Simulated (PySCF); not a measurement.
# GdH6N (Gd(H)3(NH3)-): the cost of one run

Program: PySCF 2.14.0. Level of theory: PBE0, Gd lcecp-0-SVP with ECP54, H def2-SVP, N def2-SVP; scalar-relativistic core potentials, no spin–orbit coupling. These are calculated values, not measurements.

1 further run of the same task is left out (for a known fault of the program).

### 1 The system as given

8 atoms, charge -1, spin multiplicity 1.

Bond lengths: Gd1–H2 2.373 Å, Gd1–H3 2.373 Å, Gd1–H4 2.373 Å, Gd1–N5 2.692 Å, N5–H6 1.020 Å, N5–H7 1.020 Å, N5–H8 1.020 Å. Angles: H2–Gd1–H3 109.5°, H2–Gd1–H4 109.5°, H2–Gd1–N5 109.5°, H3–Gd1–H4 109.5°, H3–Gd1–N5 109.5°, H4–Gd1–N5 109.5°, Gd1–N5–H6 113.0°, Gd1–N5–H7 113.0°, Gd1–N5–H8 113.0°, H6–N5–H7 105.8°, H6–N5–H8 105.8°, H7–N5–H8 105.8°.

Coordinates:

```xyz
8

Gd    0.0000    0.0000    0.0000
H     1.3698    1.3698    1.3698
H    -1.3698   -1.3698    1.3698
H     1.3698   -1.3698   -1.3698
N    -1.5545    1.5545   -1.5545
H    -2.1677    2.1677   -1.0174
H    -1.0174    2.1677   -2.1677
H    -2.1677    1.0174   -2.1677
```

Formal oxidation states: Gd +2. Each metal's 8 4f electrons lie in its core potential, so multiplicities, spins and levels count the valence alone. For divalent La, Ce, Gd or Lu the extra electron is normally 5d or 6s, so this core forces an excited configuration.

### 2 SCF at the start, singlet

The input, run.py (the lines that set the calculation):

```python
mol = gto.M(atom='''
Gd     0.00000     0.00000     0.00000
H      1.36980     1.36980     1.36980
H     -1.36980    -1.36980     1.36980
H      1.36980    -1.36980    -1.36980
N     -1.55450     1.55450    -1.55450
H     -2.16770     2.16770    -1.01740
H     -1.01740     2.16770    -2.16770
H     -2.16770     1.01740    -2.16770''',
    basis={'Gd': 'lcecp-0-SVP', 'H': 'def2-SVP', 'N': 'def2-SVP'},
    ecp={'Gd': 'lcecp-0-SVP'},
    charge=-1, spin=0)
mf = dft.RKS(mol, xc='PBE0')
mf.grids.atom_grid = (50, 194)  # f atoms: unpruned, at least (60, 302)
mf = mf.density_fit()  # fitting sets: Gd AutoAux, H def2-universal-JKFIT, N def2-universal-JKFIT
mf.conv_tol = 1e-08; mf.max_cycle = 55
mf.kernel(dm0)  # dm0: free metal ions and neutral atoms
```

On the command line:

```console
$ OMP_NUM_THREADS=2 python run.py
```

Q: Estimate wall time and peak memory on 2 threads of Arm Neoverse V2, shared host.

About 10 s, with a peak of 0.49 GiB.
